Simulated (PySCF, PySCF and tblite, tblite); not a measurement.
# C7H8: telling isomers apart by computed NMR, part 3 of 3

PySCF and tblite. Atoms count from 0. The steps go on from the part before.

### 16 GFN2-xTB relaxation, isomer D, conformer 1

Job settings and geometry (Å):

```
{"job": {"xc": "GFN2-xTB", "basis": "xTB", "kind": "relax"}, "charge": 0, "multiplicity": 1}
C     -1.191400     1.607800    -0.084000
C     -0.126100     0.827500    -0.064400
C      1.257200     1.290200    -0.114700
C      2.033200     0.214800    -0.071200
C      1.206900    -0.982400     0.044200
C     -0.095600    -0.629400     0.040200
C     -1.278000    -1.510000     0.126300
H     -1.101600     2.693800    -0.154000
H     -2.198900     1.200700    -0.031300
H      1.559800     2.320000    -0.190500
H      3.109500     0.194200    -0.088400
H      1.597800    -1.987000     0.097300
H     -1.918800    -1.396100    -0.744200
H     -0.982400    -2.567300     0.191900
H     -1.876100    -1.268800     1.020900
```

Standard output:

```text
step      E/eV     max force
  0    -516.96278    1.186
  1    -516.98586    0.751
  2    -516.99482    0.161
  3    -516.99675    0.137
  4    -517.00030    0.109
  5    -517.00093    0.073
  6    -517.00144    0.059
  7    -517.00183    0.044
  8    -517.00204    0.031
  9    -517.00204    0.031
 10    -517.00209    0.027
 11    -517.00214    0.018
 12    -517.00221    0.021
 13    -517.00226    0.017
 14    -517.00230    0.015
 15    -517.00233    0.017
 16    -517.00237    0.021
 17    -517.00241    0.024
 18    -517.00246    0.020
 19    -517.00251    0.015
 20    -517.00255    0.015
 21    -517.00258    0.017
 22    -517.00260    0.014
 23    -517.00261    0.010
 24    -517.00262    0.010
 25    -517.00263    0.007
 26    -517.00264    0.006
 27    -517.00265    0.004
 28    -517.00265    0.005
 29    -517.00265    0.004
 30    -517.00265    0.003
```

Wall time 0.14 s (1 thread of Arm Neoverse V1, shared host).

Relaxing gained 0.040 eV and moved the atoms by 0.02 Å on average (rms).

### 17 Shieldings, isomer D, conformer 1: WP04/pcSseg-1 in chloroform

Job settings and geometry (Å):

```
{"job": {"xc": "WP04", "basis": "pcSseg-1", "solvent": "chloroform", "kind": "nmr", "pop": false}, "charge": 0, "multiplicity": 1}
C     -1.216301     1.610092    -0.081942
C     -0.129420     0.838566    -0.054729
C      1.262495     1.284237    -0.118058
C      2.051485     0.199418    -0.063193
C      1.218162    -0.990794     0.037080
C     -0.078854    -0.631559     0.043727
C     -1.280317    -1.503870     0.130858
H     -1.142538     2.682640    -0.157034
H     -2.210063     1.197124    -0.030374
H      1.557062     2.313850    -0.195084
H      3.126513     0.175679    -0.086825
H      1.608339    -1.991477     0.094682
H     -1.914173    -1.372371    -0.746331
H     -0.984628    -2.548264     0.193299
H     -1.872173    -1.255281     1.012013
```

Standard output:

```text
coarse grid: 12568 points
cycle   1  E = -278.1859504872  dE =  9.220e-01  |g| = 6.213e-01  |ddm| = 3.901e+00
cycle   2  E = -278.1611828508  dE =  2.477e-02  |g| = 6.896e-01  |ddm| = 1.346e+00
cycle   3  E = -278.2878499003  dE = -1.267e-01  |g| = 1.520e-01  |ddm| = 7.824e-01
cycle   4  E = -278.2936827956  dE = -5.833e-03  |g| = 4.092e-02  |ddm| = 1.440e-01
cycle   5  E = -278.2941021825  dE = -4.194e-04  |g| = 1.145e-02  |ddm| = 3.655e-02
cycle   6  E = -278.2941272195  dE = -2.504e-05  |g| = 6.174e-03  |ddm| = 1.340e-02
cycle   7  E = -278.2941369180  dE = -9.699e-06  |g| = 7.740e-04  |ddm| = 5.110e-03
final grid: 121432 points
cycle   8  E = -278.3602193227  dE = -6.761e-05  |g| = 7.820e-03  |ddm| = 6.583e-02
cycle   9  E = -278.3602168254  dE =  2.497e-06  |g| = 8.461e-03  |ddm| = 1.540e-02
cycle  10  E = -278.3602355180  dE = -1.869e-05  |g| = 1.175e-03  |ddm| = 8.120e-03
cycle  11  E = -278.3602358468  dE = -3.288e-07  |g| = 4.275e-04  |ddm| = 1.189e-03
cycle  12  E = -278.3602358951  dE = -4.827e-08  |g| = 1.187e-04  |ddm| = 4.143e-04
cycle  13  E = -278.3602358984  dE = -3.362e-09  |g| = 3.213e-05  |ddm| = 1.049e-04
cycle  14  E = -278.3602358986  dE = -1.828e-10  |g| = 1.628e-05  |ddm| = 3.324e-05
converged SCF energy = -278.3602358986

GIAO shielding tensors (ppm)
atom      isotropic    diamagn.    paramagn.     s11        s22        s33       span
  0 C       46.323     255.872    -209.549    -49.971     32.264    156.676    206.647
  1 C       15.148     259.187    -244.039    -84.890      4.664    125.670    210.561
  2 C       47.111     251.536    -204.425    -51.411     59.732    133.013    184.425
  3 C       36.053     254.336    -218.283    -68.244     39.997    136.405    204.649
  4 C       39.418     252.471    -213.053    -56.259     51.379    123.135    179.394
  5 C       34.176     260.699    -226.524    -68.084     36.331    134.280    202.364
  6 C      158.948     248.200     -89.252    145.513    157.215    174.117     28.603
  7 H       26.026      29.739      -3.713     24.220     24.674     29.184      4.964
  8 H       25.895      32.310      -6.415     23.733     24.181     29.770      6.037
  9 H       26.024      32.676      -6.653     25.054     25.409     27.607      2.553
 10 H       25.704      31.452      -5.748     24.631     25.033     27.450      2.819
 11 H       25.891      33.740      -7.849     24.233     24.831     28.609      4.376
 12 H       29.743      29.996      -0.253     25.767     28.226     35.237      9.470
 13 H       29.835      29.109       0.726     25.689     29.134     34.682      8.993
 14 H       29.744      29.993      -0.249     25.773     28.219     35.241      9.468
```

It took 16 s on 1 thread of Arm Neoverse V1, shared host.

This run: HOMO -7.22 eV, LUMO -3.83 eV; dipole 1.09 D.

### 18 Single-point energy, isomer D, conformer 1: PBE0/def2-SVP in chloroform

The job, as its differences from that of step 17:

```diff
@@ -1,2 +1,2 @@
-{"job": {"xc": "WP04", "basis": "pcSseg-1", "solvent": "chloroform", "kind": "nmr", "pop": false}, "charge": 0, "multiplicity": 1}
+{"job": {"xc": "PBE0", "basis": "def2-SVP", "solvent": "chloroform", "kind": "sp"}, "charge": 0, "multiplicity": 1}
 C     -1.216301     1.610092    -0.081942
```

Standard output:

```text
coarse grid: 12568 points
cycle   1  E = -270.9079808230  dE =  1.041e+00  |g| = 3.532e-01  |ddm| = 4.427e+00
cycle   2  E = -270.9113406412  dE = -3.360e-03  |g| = 3.483e-01  |ddm| = 8.850e-01
cycle   3  E = -270.9440047242  dE = -3.266e-02  |g| = 7.810e-02  |ddm| = 4.724e-01
cycle   4  E = -270.9454226726  dE = -1.418e-03  |g| = 2.996e-02  |ddm| = 9.899e-02
cycle   5  E = -270.9456593726  dE = -2.367e-04  |g| = 5.095e-03  |ddm| = 3.289e-02
cycle   6  E = -270.9456646320  dE = -5.259e-06  |g| = 2.389e-03  |ddm| = 6.947e-03
final grid: 121432 points
cycle   7  E = -270.9876740834  dE = -2.839e-05  |g| = 7.739e-03  |ddm| = 4.788e-02
cycle   8  E = -270.9876654238  dE =  8.660e-06  |g| = 9.693e-03  |ddm| = 2.031e-02
cycle   9  E = -270.9876901889  dE = -2.477e-05  |g| = 1.862e-03  |ddm| = 1.207e-02
cycle  10  E = -270.9876910911  dE = -9.022e-07  |g| = 1.197e-04  |ddm| = 1.920e-03
cycle  11  E = -270.9876910922  dE = -1.142e-09  |g| = 1.006e-04  |ddm| = 2.032e-04
cycle  12  E = -270.9876910948  dE = -2.615e-09  |g| = 1.816e-05  |ddm| = 1.195e-04
cycle  13  E = -270.9876910949  dE = -8.595e-11  |g| = 7.442e-06  |ddm| = 2.550e-05
converged SCF energy = -270.9876910949
```

Run time: 6.7 s. Hardware: 1 thread of Arm Neoverse V1, shared host.

This run: HOMO -6.07 eV, LUMO -1.75 eV; dipole 1.14 D.

### 19 Boltzmann average, isomer D: properties at WP04/pcSseg-1 in chloroform

Job settings and geometry (Å):

```
{"job": {"study": "conf", "smiles": "C=C1C=CC=C1C", "search": {"seed": 9696, "n_embed": 60, "ff_keep": 14, "window": 2.5, "nmax": 6, "temps": [250, 298.15, 350], "t_ref": 298.15, "order": 0.002}, "level": {"nmr": {"xc": "WP04", "basis": "pcSseg-1", "solvent": "chloroform"}, "sp": {"xc": "PBE0", "basis": "def2-SVP", "solvent": "chloroform"}}, "kind": "conf"}, "charge": 0, "multiplicity": 1}
C     -1.216301     1.610092    -0.081942
C     -0.129420     0.838566    -0.054729
C      1.262495     1.284237    -0.118058
C      2.051485     0.199418    -0.063193
C      1.218162    -0.990794     0.037080
C     -0.078854    -0.631559     0.043727
C     -1.280317    -1.503870     0.130858
H     -1.142538     2.682640    -0.157034
H     -2.210063     1.197124    -0.030374
H      1.557062     2.313850    -0.195084
H      3.126513     0.175679    -0.086825
H      1.608339    -1.991477     0.094682
H     -1.914173    -1.372371    -0.746331
H     -0.984628    -2.548264     0.193299
H     -1.872173    -1.255281     1.012013
```

Standard output:

```text
conformer  sym    E(xTB)   E(DFT)   G(298.15 K)  weight  dipole/D
    1     Cs      0.000    0.000    0.000   1.0000    1.137

mean shielding (ppm) by class
class atoms           250 K   298.15 K      350 K
  0 C  0             46.323     46.323     46.323
  1 C  1             15.148     15.148     15.148
  2 C  2             47.111     47.111     47.111
  3 C  3             36.053     36.053     36.053
  4 C  4             39.418     39.418     39.418
  5 C  5             34.176     34.176     34.176
  6 C  6            158.948    158.948    158.948
  7 H  7             26.026     26.026     26.026
  8 H  8             25.895     25.895     25.895
  9 H  9             26.024     26.024     26.024
 10 H  10            25.704     25.704     25.704
 11 H  11            25.891     25.891     25.891
 12 H  12,13,14      29.774     29.774     29.774
```

It took 24 s on 1 thread of Arm Neoverse V1, shared host. This counts the runs that the step sums up.

The search (ETKDG and KDG, MMFF94s, GFN2-xTB) embedded 60 structures, kept 1 distinct ones after the force field and 1 after xTB; 1 was carried on (window 2.5 kcal/mol at the search's own energies). Energies: PBE0/def2-SVP in chloroform with D3(BJ).

The conformers at 298 K:

| no. | group | mirror pair | ΔE xTB | ΔE DFT | ΔG | weight (%) | μ (D) | A, B, C (GHz) |
| --- | --- | --- | --- | --- | --- | --- | --- | --- |
| 1 | Cs | no | 0.00 | 0.00 | 0.00 | 100.0 | 1.14 | 3.92, 3.24, 1.79 |

Energies in kcal/mol. ΔG holds xTB vibrations and rotation, symmetry numbers and mirror pairs.

Shifts against references run at the same level (¹³C TMS 175.7, ¹H TMS 31.98 ppm of shielding), by class of atoms, at 298 K:

| atoms | environment | average |
| --- | --- | --- |
| C1 | fully substituted alkene carbon | 160.5 |
| C5 | fully substituted alkene carbon | 141.5 |
| C3 | alkene CH | 139.6 |
| C4 | alkene CH | 136.3 |
| C0 | terminal =CH2 carbon | 129.4 |
| C2 | alkene CH | 128.6 |
| C6 | allylic methyl carbon | 16.7 |
| H10 | hydrogen on an alkene CH | 6.28 |
| H11 | hydrogen on an alkene CH | 6.09 |
| H8 | hydrogen on a terminal =CH2 carbon | 6.09 |
| H9 | hydrogen on an alkene CH | 5.96 |
| H7 | hydrogen on a terminal =CH2 carbon | 5.96 |
| H12, H13, H14 | hydrogen on an allylic methyl carbon | 2.21 |

Effective distances for nuclear Overhauser effects, ⟨r⁻⁶⟩^(−1/6) over all pairs of two classes (Å): H7···H8 1.83; H9···H10 2.65; H10···H11 2.65; H7···H9 2.72; H8···H12 2.85; H11···H12 3.06; H8···H9 3.93.

### 20 Shieldings, isomer D, conformer 1: OLYP/pcSseg-1

Job settings and geometry (Å):

```
{"job": {"xc": "OLYP", "basis": "pcSseg-1", "kind": "nmr", "pop": false}, "charge": 0, "multiplicity": 1}
C     -1.220068     1.614684    -0.082158
C     -0.130576     0.841555    -0.055149
C      1.265854     1.286793    -0.118325
C      2.056696     0.198356    -0.063318
C      1.222683    -0.996607     0.037258
C     -0.075979    -0.630908     0.043351
C     -1.282618    -1.507920     0.131072
H     -1.154029     2.692040    -0.157154
H     -2.220183     1.205195    -0.030743
H      1.563581     2.321203    -0.195445
H      3.136668     0.174284    -0.087190
H      1.616200    -2.001060     0.095669
H     -1.917829    -1.375573    -0.747729
H     -0.989437    -2.556094     0.194002
H     -1.875379    -1.257956     1.013947
```

Standard output:

```text
coarse grid: 12568 points
cycle   1  E = -271.2485093227  dE =  7.997e-01  |g| = 5.470e-01  |ddm| = 3.839e+00
cycle   2  E = -271.1334924004  dE =  1.150e-01  |g| = 8.285e-01  |ddm| = 1.642e+00
cycle   3  E = -271.3150108946  dE = -1.815e-01  |g| = 2.755e-01  |ddm| = 1.239e+00
cycle   4  E = -271.3376931418  dE = -2.268e-02  |g| = 5.124e-02  |ddm| = 2.773e-01
cycle   5  E = -271.3380793923  dE = -3.863e-04  |g| = 3.904e-02  |ddm| = 8.188e-02
cycle   6  E = -271.3384881999  dE = -4.088e-04  |g| = 5.251e-03  |ddm| = 3.839e-02
cycle   7  E = -271.3384942256  dE = -6.026e-06  |g| = 1.910e-03  |ddm| = 7.425e-03
final grid: 121432 points
cycle   8  E = -271.3683075000  dE = -7.548e-05  |g| = 9.867e-03  |ddm| = 6.907e-02
cycle   9  E = -271.3682836028  dE =  2.390e-05  |g| = 1.367e-02  |ddm| = 2.813e-02
cycle  10  E = -271.3683354736  dE = -5.187e-05  |g| = 1.223e-03  |ddm| = 1.609e-02
cycle  11  E = -271.3683357803  dE = -3.067e-07  |g| = 5.966e-04  |ddm| = 1.578e-03
cycle  12  E = -271.3683358546  dE = -7.427e-08  |g| = 2.942e-04  |ddm| = 7.658e-04
cycle  13  E = -271.3683358784  dE = -2.378e-08  |g| = 7.938e-05  |ddm| = 3.431e-04
cycle  14  E = -271.3683358798  dE = -1.398e-09  |g| = 4.673e-05  |ddm| = 1.155e-04
cycle  15  E = -271.3683358804  dE = -6.225e-10  |g| = 6.209e-06  |ddm| = 4.818e-05
converged SCF energy = -271.3683358804

GIAO shielding tensors (ppm)
atom      isotropic    diamagn.    paramagn.     s11        s22        s33       span
  0 C       62.027     253.479    -191.452    -23.571     46.894    162.759    186.330
  1 C       28.356     256.705    -228.349    -65.024     14.390    135.701    200.725
  2 C       59.795     247.719    -187.924    -29.463     73.363    135.484    164.947
  3 C       49.386     251.320    -201.934    -46.865     53.202    141.820    188.686
  4 C       51.616     248.914    -197.298    -35.502     64.321    126.028    161.530
  5 C       49.707     258.823    -209.116    -44.474     51.841    141.754    186.228
  6 C      166.987     246.196     -79.209    152.886    164.197    183.879     30.993
  7 H       25.804      29.642      -3.838     24.153     24.623     28.636      4.483
  8 H       25.640      31.897      -6.258     23.637     24.062     29.220      5.583
  9 H       25.683      32.284      -6.601     24.958     25.091     27.002      2.044
 10 H       25.298      31.171      -5.873     24.173     24.844     26.876      2.704
 11 H       25.465      33.329      -7.864     23.683     24.750     27.961      4.279
 12 H       29.393      29.444      -0.051     25.324     27.865     34.989      9.665
 13 H       29.576      28.972       0.605     25.588     28.870     34.272      8.684
 14 H       29.393      29.443      -0.050     25.329     27.858     34.992      9.663
```

Wall time 25 s (1 thread of Arm Neoverse V1, shared host).

In short: HOMO -4.87 eV, LUMO -2.48 eV; dipole 0.79 D.

### 21 The ensemble, isomer D: properties at OLYP/pcSseg-1

Job settings and geometry (Å):

```
{"job": {"study": "conf", "smiles": "C=C1C=CC=C1C", "search": {"seed": 9696, "n_embed": 60, "ff_keep": 14, "window": 2.5, "nmax": 6, "temps": [250, 298.15, 350], "t_ref": 298.15, "order": 0.002}, "level": {"nmr": {"xc": "OLYP", "basis": "pcSseg-1"}, "alter": {"geometry": "GFN1-xTB"}, "change": "OLYP/pcSseg-1; GFN1-xTB geometries"}, "kind": "conf"}, "charge": 0, "multiplicity": 1}
C     -1.220068     1.614684    -0.082158
C     -0.130576     0.841555    -0.055149
C      1.265854     1.286793    -0.118325
C      2.056696     0.198356    -0.063318
C      1.222683    -0.996607     0.037258
C     -0.075979    -0.630908     0.043351
C     -1.282618    -1.507920     0.131072
H     -1.154029     2.692040    -0.157154
H     -2.220183     1.205195    -0.030743
H      1.563581     2.321203    -0.195445
H      3.136668     0.174284    -0.087190
H      1.616200    -2.001060     0.095669
H     -1.917829    -1.375573    -0.747729
H     -0.989437    -2.556094     0.194002
H     -1.875379    -1.257956     1.013947
```

Standard output:

```text
conformer  sym    E(xTB)   E(DFT)   G(298.15 K)  weight  dipole/D
    1     Cs      0.000    0.000    0.000   1.0000    0.793

mean shielding (ppm) by class
class atoms           250 K   298.15 K      350 K
  0 C  0             62.027     62.027     62.027
  1 C  1             28.356     28.356     28.356
  2 C  2             59.795     59.795     59.795
  3 C  3             49.386     49.386     49.386
  4 C  4             51.616     51.616     51.616
  5 C  5             49.707     49.707     49.707
  6 C  6            166.987    166.987    166.987
  7 H  7             25.804     25.804     25.804
  8 H  8              25.64      25.64      25.64
  9 H  9             25.683     25.683     25.683
 10 H  10            25.298     25.298     25.298
 11 H  11            25.465     25.465     25.465
 12 H  12,13,14      29.454     29.454     29.454
```

Run time: 25 s. Hardware: 1 thread of Arm Neoverse V1, shared host. This counts the runs that the step sums up.

Against the first level, at 298 K (shieldings, ppm; largest changes first):

| atoms | WP04/pcSseg-1 in chloroform | OLYP/pcSseg-1 | change |
| --- | --- | --- | --- |
| C0 | 46.3 | 62.0 | +15.7 |
| C5 | 34.2 | 49.7 | +15.5 |
| C3 | 36.1 | 49.4 | +13.3 |
| C1 | 15.1 | 28.4 | +13.2 |
| C2 | 47.1 | 59.8 | +12.7 |
| C4 | 39.4 | 51.6 | +12.2 |
| C6 | 158.9 | 167.0 | +8.0 |
| H11 | 25.89 | 25.46 | -0.43 |
| H10 | 25.70 | 25.30 | -0.41 |
| H9 | 26.02 | 25.68 | -0.34 |

Weights: from PBE0/def2-SVP in chloroform energies 1: 100 %; from OLYP/pcSseg-1 energies 1: 100 % (with a dispersion term where the level has one and the same thermal terms, so they don't follow from the SCF energies alone). Times: 24 s and 25 s.

### 22 Which isomer fits the signals?

Job settings and geometry (Å):

```
{"job": {"study": "set", "relation": "constitutional isomers", "members": [{"smiles": "[CH3:1][c:2]1[cH:3][cH:4][cH:5][cH:6][cH:7]1"}, {"smiles": "[CH2:1]=[CH:2][C:3]([CH3:4])=[C:5]1[CH:6]=[CH:7]1"}, {"smiles": "[CH3:1][CH:2]=[C:3]1[CH:4]=[CH:5][CH:6]=[CH:7]1"}, {"smiles": "[CH2:1]=[C:2]1[CH:3]=[CH:4][CH:5]=[C:6]1[CH3:7]"}], "charge": 0, "search": {"seed": 9696, "n_embed": 60, "ff_keep": 14, "window": 2.5, "nmax": 6, "temps": [250, 298.15, 350], "t_ref": 298.15, "order": 0.002}, "level": {"nmr": {"xc": "WP04", "basis": "pcSseg-1", "solvent": "chloroform"}, "sp": {"xc": "PBE0", "basis": "def2-SVP", "solvent": "chloroform"}}, "dp4": {"C": [2.5, 10], "H": [0.15, 10]}, "second_levels": [{"nmr": {"xc": "OLYP", "basis": "pcSseg-1"}, "wide": true, "alter": {"geometry": "GFN1-xTB"}, "change": "OLYP/pcSseg-1; GFN1-xTB geometries"}], "kind": "set"}, "charge": 0, "multiplicity": 1}
C      2.207676    -0.110590    -0.104951
C      0.712441    -0.041320    -0.025078
C      0.072380     1.188027     0.081643
C     -1.307028     1.264825     0.140078
C     -2.069511     0.109797     0.092491
C     -1.442947    -1.119375    -0.013951
C     -0.061931    -1.192656    -0.072373
H      2.542564     0.185051    -1.099706
H      2.663370     0.566975     0.614640
H      2.562423    -1.120046     0.087998
H      0.664014     2.092114     0.120334
H     -1.789079     2.228261     0.224322
H     -3.146983     0.168255     0.139612
H     -2.030836    -2.025325    -0.050424
H      0.420670    -2.156639    -0.154369
```

Standard output:

```text
isomer  G rel   conformers  SMILES
A     0.000      1   Cc1ccccc1
B    87.656      2   C=CC(C)=C1C=C1
C    33.926      1   CC=C1C=CC=C1
D    34.993      1   C=C1C=CC=C1C

signals of isomer D at the second level: probabilities [0.0, 0.0, 0.0, 1.0]
```

Wall time 2.5 min (1 thread of Arm Neoverse V1, shared host). This counts the whole study up to here.

The 4 candidates (constitutional isomers), with energies and dipoles from their ensembles above, at 298 K; shieldings at WP04/pcSseg-1 in chloroform:

| isomer | SMILES | conformers | ΔE | ΔG | μ rms (D) |
| --- | --- | --- | --- | --- | --- |
| A | Cc1ccccc1 | 1 | 0.00 | 0.00 | 0.52 |
| B | C=CC(C)=C1C=C1 | 2 | 91.20 | 87.66 | 3.56 |
| C | CC=C1C=CC=C1 | 1 | 34.74 | 33.93 | 2.08 |
| D | C=C1C=CC=C1C | 1 | 35.91 | 34.99 | 1.14 |

Energies in kcal/mol.

The signals of isomer D, computed at a second level (OLYP/pcSseg-1 on GFN1-xTB geometries), stand in for a spectrum. The test takes 7 C values, 8 H values (hydrogens on carbon alone). Each candidate's shieldings are matched to them as sorted lists by a straight-line fit, or by a shift alone where signals are few or close (slope 1; a small slope inflates the errors), and the errors are weighed by Student-t tails (C: width 2.5 ppm, H: width 0.15 ppm).

| candidate | C slope | C mean error | C largest | H slope | H mean error | H largest | P(C) | P(H) | P(all) |
| --- | --- | --- | --- | --- | --- | --- | --- | --- | --- |
| A | 0.92 | 4.6 | 10.3 | 1.24 | 0.09 | 0.24 | 0.0 | 3.8 | 0.0 |
| B | 0.94 | 10.7 | 22.1 | 1.22 | 0.72 | 1.47 | 0.0 | 0.0 | 0.0 |
| C | 0.99 | 4.0 | 13.1 | 1.06 | 0.05 | 0.12 | 0.0 | 47.3 | 0.0 |
| D | 1.04 | 0.9 | 1.7 | 1.00 | 0.05 | 0.11 | 100.0 | 48.8 | 100.0 |

Errors in ppm, probabilities in per cent.

### 23 Results

The summary covers parts 1 to 3.

| quantity | value |
| --- | --- |
| conformers, isomer A | 1; the first in weight is no. 1 (C1), 100 % at 298 K |
| root-mean-square dipole, isomer A | 0.52 D |
| averaged ¹³C shifts, isomer A (WP04/pcSseg-1 in chloroform) | 145.5, 134.4, 133.8, 130.9, 24.9 ppm |
| averaged ¹H shifts, isomer A (WP04/pcSseg-1 in chloroform) | 7.34, 7.29, 7.22, 2.47 ppm |
| conformers, isomer B | 2; the first in weight is no. 1 (Cs), 99 % at 298 K |
| root-mean-square dipole, isomer B | 3.56 D |
| averaged ¹³C shifts, isomer B (WP04/pcSseg-1 in chloroform) | 145.2, 143.9, 141.9, 125.2, 104.3, 94.4, 19.7 ppm |
| averaged ¹H shifts, isomer B (WP04/pcSseg-1 in chloroform) | 8.35, 8.25, 6.45, 4.57, 4.49, 1.87 ppm |
| conformers, isomer C | 1; the first in weight is no. 1 (Cs), 100 % at 298 K |
| root-mean-square dipole, isomer C | 2.08 D |
| averaged ¹³C shifts, isomer C (WP04/pcSseg-1 in chloroform) | 152.9, 152.7, 138.8, 136.3, 130.5, 123.8, 22.4 ppm |
| averaged ¹H shifts, isomer C (WP04/pcSseg-1 in chloroform) | 6.66, 6.49, 6.48, 6.37, 6.07, 2.32 ppm |
| conformers, isomer D | 1; the first in weight is no. 1 (Cs), 100 % at 298 K |
| root-mean-square dipole, isomer D | 1.14 D |
| averaged ¹³C shifts, isomer D (WP04/pcSseg-1 in chloroform) | 160.5, 141.5, 139.6, 136.3, 129.4, 128.6, 16.7 ppm |
| averaged ¹H shifts, isomer D (WP04/pcSseg-1 in chloroform) | 6.28, 6.09, 6.09, 5.96, 5.96, 2.21 ppm |
| lowest in free energy | isomer A |
| signals of D (OLYP/pcSseg-1 on GFN1-xTB geometries) | best fit D, 100 % |

In words: The search found one conformer for isomer A in the window, so the averages are its own values. Conformer 1 leads for isomer B with 99 % at 298 K, and its share goes from 100 % at 250 K to 99 % at 350 K. The search found one conformer for isomer C in the window, so the averages are its own values. The search found one conformer for isomer D in the window, so the averages are its own values. Between WP04/pcSseg-1 in chloroform and OLYP/pcSseg-1, C0 of isomer D changes most, by 15.7 ppm of raw shielding (the geometries differ too). The test names the right isomer, D, with 100 %. The stand-in spectrum is computed, so it shares conformers and some errors with the candidates; a measured one would test harder.
